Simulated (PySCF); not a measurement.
# C4H8O2S (ethyl vinyl sulfone): the cost of one run

Computed with PySCF 2.14.0, with density-fitted response routines of our own, on a single molecule, in the gas phase or a continuum. Atoms count from 0, in the outputs and in this text.

### Step 1. Starting geometry

15 atoms, charge 0, multiplicity 1; geometry from: GFN2-xTB. The atoms were then displaced at random by about 0.01 Å, so the start is not that level's minimum.

Bonds of the start (Å): C0–C1 1.32, C1–S2 1.81, S2–O3 1.47, S2–O4 1.44, S2–C5 1.82, C5–C6 1.51, C0–H7 1.06, C0–H8 1.09, C1–H9 1.08, C5–H10 1.08, C5–H11 1.09, C6–H12 1.12, C6–H13 1.08, C6–H14 1.10.

### Step 2. Geometry optimisation at PBE0-D3(BJ)/def2-SVP

Job settings and geometry (Å):

```
{"job": {"xc": "PBE0", "basis": "def2-SVP", "d3": "d3bj", "grid": 1, "shake": 0.01, "kind": "geom"}, "charge": 0, "multiplicity": 1}
C      2.320200     0.130760     0.794010
C      1.283830    -0.608430     0.431760
S      0.361380    -0.228300    -1.084090
O      1.216950     0.652080    -1.890580
O     -0.064970    -1.474720    -1.659270
C     -1.083890     0.710640    -0.504910
C     -1.863520    -0.151900     0.457370
H      2.907400    -0.018770     1.667830
H      2.569960     1.001540     0.190420
H      0.945710    -1.486010     0.959520
H     -1.650970     0.937520    -1.394040
H     -0.696180     1.622090    -0.050190
H     -2.868340     0.309840     0.663960
H     -1.353350    -0.275220     1.401560
H     -2.039550    -1.138500     0.009410
```

Started as:

```bash
$ OMP_NUM_THREADS=1 python probes_run.py task.json out
```

This one command runs all jobs of the session in turn.

**Question.** How long does this first job take on 1 thread of Arm Neoverse V1, shared host, and how much memory does it need?

About 83 s, with a peak of 0.64 GiB.
